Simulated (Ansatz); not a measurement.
**CH2AlNSSe: two geometries relaxed**

Aim: relax the geometries before and after the inversion of the pyramid at N1, and see whether they are two minima and how far apart in energy. SMILES of the start: [NH2][Al]1[Se][C]1=S.

Method: RKS PBE0-D4/def2-SVP, in Ansatz 0.2.0.

### Step 1. The system as given

Bond lengths: N1–Al2 1.850 Å, Al2–Se3 2.120 Å, Al2–C4 2.155 Å, Se3–C4 1.968 Å, C4–S5 1.403 Å, N1–H6 1.065 Å, N1–H7 1.075 Å. Angles: N1–Al2–Se3 150.4°, N1–Al2–C4 144.7°, Se3–Al2–C4 54.8°, Al2–N1–H6 111.0°, Al2–N1–H7 107.9°, H6–N1–H7 101.9°, Al2–Se3–C4 63.5°, Al2–C4–Se3 61.7°, Al2–C4–S5 144.4°, Se3–C4–S5 153.0°.

Coordinates:

```xyz
7

N    -1.4671    0.8583    0.8206
Al   -0.2839   -0.4728    0.3201
Se    1.2531   -1.8500    0.8048
C     1.4011   -0.9468   -0.9374
S     2.0935   -0.5831   -2.1018
H    -0.9471    1.7416    1.1089
H    -1.9883    1.1848   -0.0608
```

### Step 2. End point A

Input file input.yaml:

```yaml
crystal:
  periodic: [false, false, false]
  atoms:
    - { symbol: "N", position_ang: [-1.4671, 0.8583, 0.8206] }
    - { symbol: Al, position_ang: [-0.2839, -0.4728, 0.3201] }
    - { symbol: Se, position_ang: [1.2531, -1.85, 0.8048] }
    - { symbol: C, position_ang: [1.4011, -0.9468, -0.9374] }
    - { symbol: S, position_ang: [2.0935, -0.5831, -2.1018] }
    - { symbol: H, position_ang: [-0.9471, 1.7416, 1.1089] }
    - { symbol: H, position_ang: [-1.9883, 1.1848, -0.0608] }
basis:
  gaussian: { orbitals: def2-SVP }
hamiltonian:
  xc: pbe0
  dispersion: d4
relax:
  f_tol: 0.015
  max_steps: 40
```

Launch:

```sh
> ansatz run input.yaml --threads 2 --pin off --max-ram 3072MiB --backend cpu --events-out ev --progress --plain --runs-dir out
```

Standard output (excerpt; [...] marks lines left out):

```text
Warning: RAYON_NUM_THREADS=2 ignored (pool sized by the plan → 2); use --threads N
[...]
Functional definition: PBE0
[...]
1096 factors; integrals over basis functions are off by at most 3.2e-4 eV
[...]
mean field -85306.37392767 eV, -3134.9514191048 hartree, gradient 5.4e-5 eV, S^2 0.000000; 0 other end points of the search recorded, 0 dependent functions left out
[...]
reference -85306.37395365 eV, -3134.9514200596 hartree; 39, 39 occupied and 67, 67 virtual orbitals, 1096 factors
relax step   1: F+E_penalty+E_count = -85306.56203814 eV  Δ(F+E_penalty+E_count) = +0.000e0 eV  max|allowed force component| = 1.210e1 eV/Å  Δτ_max = 0.0000 Å  (31 SCF iters, accepted)
[...]
relax step   3: F+E_penalty+E_count = -85309.01419647 eV  Δ(F+E_penalty+E_count) = -3.158e-1 eV  max|allowed force component| = 1.313e0 eV/Å  Δτ_max = 0.2000 Å  (34 SCF iters, accepted)
[...]
relax step   5: F+E_penalty+E_count = -85309.20712987 eV  Δ(F+E_penalty+E_count) = -5.562e-2 eV  max|allowed force component| = 7.002e-1 eV/Å  Δτ_max = 0.2000 Å  (39 SCF iters, accepted)
[...]
relax step   7: F+E_penalty+E_count = -85309.33630178 eV  Δ(F+E_penalty+E_count) = -5.384e-2 eV  max|allowed force component| = 1.823e-1 eV/Å  Δτ_max = 0.2000 Å  (34 SCF iters, accepted)
[...]
relax step   9: F+E_penalty+E_count = -85309.34116470 eV  Δ(F+E_penalty+E_count) = -3.949e-3 eV  max|allowed force component| = 2.347e-2 eV/Å  Δτ_max = 0.0354 Å  (34 SCF iters, accepted)
[...]
relax step  10: F+E_penalty+E_count = -85309.34127863 eV  Δ(F+E_penalty+E_count) = -1.139e-4 eV  max|allowed force component| = 4.214e-2 eV/Å  Δτ_max = 0.0085 Å  (28 SCF iters, accepted)
[...]
relax step  11: F+E_penalty+E_count = -85309.34135082 eV  Δ(F+E_penalty+E_count) = -7.218e-5 eV  max|allowed force component| = 9.382e-3 eV/Å  Δτ_max = 0.0048 Å  (28 SCF iters, accepted)
1096 factors; integrals over basis functions are off by at most 5.4e-4 eV
[...]
mean field -85309.15378192 eV, -3135.0535768644 hartree, gradient 2.7e-5 eV, S^2 0.000000; 1 other end points of the search recorded, 0 dependent functions left out
[...]
reference -85309.15380687 eV, -3135.0535777812 hartree; 39, 39 occupied and 67, 67 virtual orbitals, 1096 factors
Total energy: -85309.34137576 eV, -3135.0604708109 hartree
Atom 0 at    -1.316022     0.995000     0.622207 Å, force    -0.003330     0.003090    -0.000077 eV/Å
Atom 1 at     0.013203    -0.082374     0.232067 Å, force     0.004904    -0.004628    -0.000853 eV/Å
Atom 2 at     1.525298    -1.630929     0.898902 Å, force     0.002115    -0.001827     0.000747 eV/Å
Atom 3 at     1.266594    -0.853306    -0.983363 Å, force    -0.009382     0.009278    -0.003951 eV/Å
Atom 4 at     2.080817    -1.197575    -2.313791 Å, force     0.001305    -0.002668     0.005813 eV/Å
Atom 5 at    -1.729059     1.098311     1.542723 Å, force     0.002551    -0.000676    -0.005619 eV/Å
Atom 6 at    -1.779531     1.602873    -0.044345 Å, force     0.001837    -0.002570     0.003940 eV/Å
Dipole moment:    -0.746971     0.559412     0.379442 e Å
```

It took 31 s on 2 threads of AMD EPYC 7R13 (Zen 3), shared host; peak memory 0.27 GiB.

Step by step:

| step | energy from step 1 (eV) | largest force component (eV/Å) |
| --- | --- | --- |
| 1 | 0.0000 | 12.1023 |
| 2 | -2.1363 | 3.6854 |
| 3 | -2.4522 | 1.3130 |
| 4 | -2.5895 | 0.8223 |
| 5 | -2.6451 | 0.7002 |
| 6 | -2.7204 | 1.0517 |
| 7 | -2.7743 | 0.1823 |
| 8 | -2.7752 | 0.2002 |
| 9 | -2.7791 | 0.0235 |
| 10 | -2.7792 | 0.0421 |
| 11 | -2.7793 | 0.0094 |

Step 1 is the start.

After: Bond lengths: N1–Al2 1.755 Å, Al2–Se3 2.265 Å, Al2–C4 1.909 Å, Se3–C4 2.053 Å, C4–S5 1.597 Å, N1–H6 1.014 Å, N1–H7 1.014 Å. Angles: N1–Al2–Se3 149.3°, N1–Al2–C4 152.5°, Se3–Al2–C4 58.2°, Al2–N1–H6 124.9°, Al2–N1–H7 124.6°, H6–N1–H7 110.4°, Al2–Se3–C4 52.2°, Al2–C4–Se3 69.6°, Al2–C4–S5 162.2°, Se3–C4–S5 128.2°.

### Step 3. End point B

The second end starts from a geometry with the move made by hand.

input.yaml: that of step 2 with these lines changed.

```diff
@@ -8,4 +8,4 @@
     - { symbol: S, position_ang: [2.0935, -0.5831, -2.1018] }
-    - { symbol: H, position_ang: [-0.9471, 1.7416, 1.1089] }
-    - { symbol: H, position_ang: [-1.9883, 1.1848, -0.0608] }
+    - { symbol: H, position_ang: [-1.38053, 1.07403, 1.85969] }
+    - { symbol: H, position_ang: [-2.4617, 0.45566, 0.75922] }
 basis:
```

Launch:

```sh
> ansatz run input.yaml --threads 2 --pin off --max-ram 3072MiB --backend cpu --events-out ev --progress --plain --runs-dir out
```

Standard output (excerpt; [...] marks lines left out):

```text
Warning: RAYON_NUM_THREADS=2 ignored (pool sized by the plan → 2); use --threads N
[...]
[... 1 set-up line as earlier in the session ...]
[...]
1096 factors; integrals over basis functions are off by at most 3.5e-4 eV
[...]
mean field -85306.38447701 eV, -3134.9518067859 hartree, gradient 5.5e-5 eV, S^2 0.000000; 0 other end points of the search recorded, 0 dependent functions left out
[...]
reference -85306.38450307 eV, -3134.9518077436 hartree; 39, 39 occupied and 67, 67 virtual orbitals, 1096 factors
relax step   1: F+E_penalty+E_count = -85306.57202603 eV  Δ(F+E_penalty+E_count) = +0.000e0 eV  max|allowed force component| = 1.215e1 eV/Å  Δτ_max = 0.0000 Å  (29 SCF iters, accepted)
[...]
relax step   3: F+E_penalty+E_count = -85309.07395479 eV  Δ(F+E_penalty+E_count) = -3.423e-1 eV  max|allowed force component| = 9.542e-1 eV/Å  Δτ_max = 0.1922 Å  (39 SCF iters, accepted)
[...]
mean field -85309.15379402 eV, -3135.0535773088 hartree, gradient 1.8e-5 eV, S^2 0.000000; 1 other end points of the search recorded, 0 dependent functions left out
[...]
reference -85309.15381914 eV, -3135.0535782319 hartree; 39, 39 occupied and 67, 67 virtual orbitals, 1096 factors
Total energy: -85309.34139403 eV, -3135.0604714823 hartree
Atom 0 at    -1.521467     0.553473     1.001558 Å, force     0.002986    -0.003380     0.004757 eV/Å
Atom 1 at    -0.086669    -0.295267     0.452757 Å, force    -0.002567     0.002019    -0.001170 eV/Å
Atom 2 at     1.678209    -1.639278     0.906862 Å, force    -0.001079     0.000575     0.000483 eV/Å
Atom 3 at     1.162584    -0.802549    -0.897376 Å, force    -0.003803     0.002369     0.001650 eV/Å
Atom 4 at     1.911017    -0.948506    -2.300615 Å, force     0.003426    -0.001812    -0.002339 eV/Å
Atom 5 at    -1.873289     0.544431     1.952685 Å, force     0.000421     0.000683    -0.003377 eV/Å
Atom 6 at    -2.115914     1.122986     0.409340 Å, force     0.000616    -0.000454    -0.000003 eV/Å
Dipole moment:    -0.785805     0.420990     0.465594 e Å
```

It took 31 s on 2 threads of AMD EPYC 7R13 (Zen 3), shared host; peak memory 0.27 GiB.

The steps of the relaxation:

| step | energy from step 1 (eV) | largest force component (eV/Å) |
| --- | --- | --- |
| 1 | 0.0000 | 12.1472 |
| 2 | -2.1597 | 3.4745 |
| 3 | -2.5019 | 0.9542 |
| 4 | -2.6143 | 0.8887 |
| 5 | -2.7133 | 0.3237 |
| 6 | -2.7593 | 0.2208 |
| 7 | -2.7641 | 0.1726 |
| 8 | -2.7688 | 0.0360 |
| 9 | -2.7690 | 0.0915 |
| 10 | -2.7693 | 0.0309 |
| 11 | -2.7693 | 0.0048 |

Step 1 is the start.

After: Bond lengths: N1–Al2 1.755 Å, Al2–Se3 2.264 Å, Al2–C4 1.908 Å, Se3–C4 2.055 Å, C4–S5 1.597 Å, N1–H6 1.014 Å, N1–H7 1.014 Å. Angles: N1–Al2–Se3 149.5°, N1–Al2–C4 152.3°, Se3–Al2–C4 58.3°, Al2–N1–H6 124.9°, Al2–N1–H7 124.6°, H6–N1–H7 110.4°, Al2–Se3–C4 52.2°, Al2–C4–Se3 69.6°, Al2–C4–S5 162.3°, Se3–C4–S5 128.1°.

### Step 4. Outcome

```
                           quantity                     value
                              end A  10 moves, 2.779 eV lower
                              end B  10 moves, 2.769 eV lower
largest difference between the ends                    0.00 Å
            end B relative to end A                 -0.000 eV
```

**Reading.** The two relaxations end at one structure, within 0.00 Å: no second minimum was found from this start, which doesn't rule one out.
